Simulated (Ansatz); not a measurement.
# In2Cl2F4: basis-set convergence

One table from this session's results is given with a row withheld; the runs are named, their logs left out.

Method: one geometry, several basis sets; program: Ansatz 0.2.0, Gaussian basis.

The runs, in order: PBE0-D4/def2-SVP; ωB97M-V/def2-SVP; PBE0-D4/def2-QZVPP; ωB97M-V/def2-QZVPP; the functionals' def2-TZVPP values are taken from earlier runs.

2 further runs of the same task are left out: 1 that didn't finish, 1 set aside as unsound or not needed.

## The relaxed structure

An earlier PBE0-D4 in a triple-zeta def2 set relaxation fixed the geometry. In takes the def2 core potential; no spin-orbit term is included.

8 atoms, charge 0, spin multiplicity 1.

Atoms are counted from 1 here; the program's logs count them from 0.

Bond lengths: F1–In2 1.916 Å, In2–Cl3 2.273 Å, In2–F4 2.101 Å, In2–F8 2.101 Å, F4–In5 2.101 Å, In5–F6 1.916 Å, In5–Cl7 2.273 Å, In5–F8 2.101 Å. Angles: F1–In2–Cl3 131.4°, F1–In2–F4 106.4°, F1–In2–F8 106.4°, Cl3–In2–F4 111.4°, Cl3–In2–F8 111.5°, F4–In2–F8 75.8°, In2–F4–In5 104.2°, F4–In5–F6 106.4°, F4–In5–Cl7 111.5°, F4–In5–F8 75.8°, F6–In5–Cl7 131.4°, F6–In5–F8 106.5°, Cl7–In5–F8 111.4°, In2–F8–In5 104.2°.

Set-up of the first run:

The input, in.yaml:

```yaml
crystal:
  periodic: [false, false, false]
  atoms:
    - {symbol: F, position_ang: [-0.291979, -1.780111, 2.373148]}
    - {symbol: In, position_ang: [0.644274, -1.323274, 0.765536]}
    - {symbol: Cl, position_ang: [2.448360, -2.269951, -0.243277]}
    - {symbol: F, position_ang: [0.748372, 0.774805, 0.713373]}
    - {symbol: In, position_ang: [-0.720695, 1.328875, -0.683174]}
    - {symbol: F, position_ang: [-2.216180, 1.966030, 0.330372]}
    - {symbol: Cl, position_ang: [0.208179, 2.073162, -2.620154]}
    - {symbol: F, position_ang: [-0.820342, -0.769525, -0.635834]}
basis:
  gaussian: {orbitals: def2-SVP}
hamiltonian: {xc: pbe0, dispersion: d4}
output: {orbitals: {seedname: orbitals}}
```

Launch:

```console
$ ansatz run in.yaml --threads 2 --pin off --events-out ev --progress --plain --max-ram 20480MiB --backend cpu
```

Steps of the session up to this table: PBE0-D4 in def2-SVP; ωB97M-V in def2-SVP; PBE0-D4 in def2-QZVPP; ωB97M-V in def2-QZVPP.

One of the session's tables, all rows but one given; the rest of the session is left out.

It belongs to the step «Functionals by basis». 

| functional | basis | HOMO (eV) | LUMO (eV) |
| --- | --- | --- | --- |
| PBE0-D4 | def2-SVP | ? | ? |
| PBE0-D4 | def2-TZVPP | -9.91 | -3.33 |
| PBE0-D4 | def2-QZVPP | -9.91 | -3.34 |
| ωB97M-V | def2-SVP | -12.04 | -1.12 |
| ωB97M-V | def2-TZVPP | -12.21 | -1.33 |
| ωB97M-V | def2-QZVPP | -12.23 | -1.42 |

**Question.** Estimate the row for PBE0-D4, def2-SVP.

As computed: HOMO (eV): -9.79; LUMO (eV): -3.20. In the column «HOMO (eV)» it is the highest.
